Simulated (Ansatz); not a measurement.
# HfB under changes of volume

One of the cells (12.326 Å³/atom); the others are scaled copies at fixed shape and fractional positions:

```
Hf B
1.0
     0.00000    2.31000    2.31000
     2.31000    0.00000    2.31000
     2.31000    2.31000    0.00000
Hf B
1 1
Direct
  0.50000 0.50000 0.50000
  0.00000 0.00000 0.00000
```

| Property | Result |
| --- | --- |
| Program | Ansatz 0.2.0 |
| Functional | PBE |
| Potentials or basis | Ansatz PAW |
| Cutoff | 420 eV (not typed: the program's choice for these potentials) |
| k mesh | 10 × 10 × 10 |
| Occupations | fermi-dirac, width 0.05 eV |
| Spin | no spin polarisation |

| volume (Å³/atom) | energy over the lowest point (meV/atom) | pressure (GPa) |
| --- | --- | --- |
| 11.587 | 278.42 | 48.4 |
| 11.833 | 209.58 | 41.5 |
| 12.080 | ? | ? |
| 12.326 | 101.19 | 29.6 |
| 12.573 | 59.99 | 24.3 |
| 12.819 | 26.48 | 19.6 |
| 13.066 | 0.00 | 15.2 |

Question: What does the run at 12.080 Å³/atom give?

Answer: Energy over the lowest point 150.79 meV/atom; pressure 35.3 GPa.

Worked out: A Birch-Murnaghan fit of order 3 (a polynomial in V^(-2/3)) to the other rows has no minimum within the range. It gives 150.66 meV/atom at 12.080 Å³/atom, against the run's 150.79, and -dE/dV = 35.1 GPa, against 35.3.

Energies are extrapolated to zero smearing.
